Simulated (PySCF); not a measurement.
# Cs9 (Cs9+): the cost of one run

Method: PBE, Cs def2-SVP with ECP46; scalar-relativistic core potentials, no spin–orbit coupling; program: PySCF 2.14.0.

## (1) Where the work starts

9 atoms, charge 1, spin multiplicity 1.

No contacts short enough for the rule that draws bonds.

Geometry (Å):

| atom | x (Å) | y (Å) | z (Å) |
| --- | --- | --- | --- |
| Cs1 | 3.7624 | 0.0000 | -2.9110 |
| Cs2 | 0.0000 | 3.7624 | -2.9110 |
| Cs3 | -3.7624 | 0.0000 | -2.9110 |
| Cs4 | 0.0000 | -3.7624 | -2.9110 |
| Cs5 | 2.6786 | 2.6786 | 1.5573 |
| Cs6 | -2.6786 | 2.6786 | 1.5573 |
| Cs7 | -2.6786 | -2.6786 | 1.5573 |
| Cs8 | 2.6786 | -2.6786 | 1.5573 |
| Cs9 | 0.0000 | 0.0000 | 5.4148 |

An earlier session relaxed this geometry at PBE, Cs def2-SVP with ECP46 (singlet, point group C4v).

Its energy there is -181.363037 Eh.

## (2) Atoms moved at random, σ = 0.03 Å

File run.py (the lines that set the calculation):

```python
mol = gto.M(atom='''
Cs     3.76506    -0.01442    -2.91415
Cs    -0.00045     3.74592    -2.87560
Cs    -3.76735     0.02943    -2.94393
Cs     0.03861    -3.75034    -2.95643
Cs     2.68885     2.66067     1.57100
Cs    -2.71296     2.70425     1.54032
Cs    -2.66935    -2.67947     1.62250
Cs     2.63589    -2.69265     1.51766
Cs     0.02170    -0.00339     5.43864''',
    basis={'Cs': 'def2-SVP'},
    ecp={'Cs': 'def2-SVP'},
    charge=1, spin=0)
mf = dft.RKS(mol, xc='PBE')
mf.grids.atom_grid = (50, 194)
mf = mf.density_fit()  # fitting sets: Cs def2-universal-JKFIT
mf.conv_tol = 1e-08; mf.max_cycle = 55
mf.kernel(dm0)  # dm0: the density of the relaxed state
```

Launch:

```console
$ OMP_NUM_THREADS=8 python run.py
```

**Question.** How long does this run take on 8 threads of Arm Neoverse N1, shared host?

About 15 s.
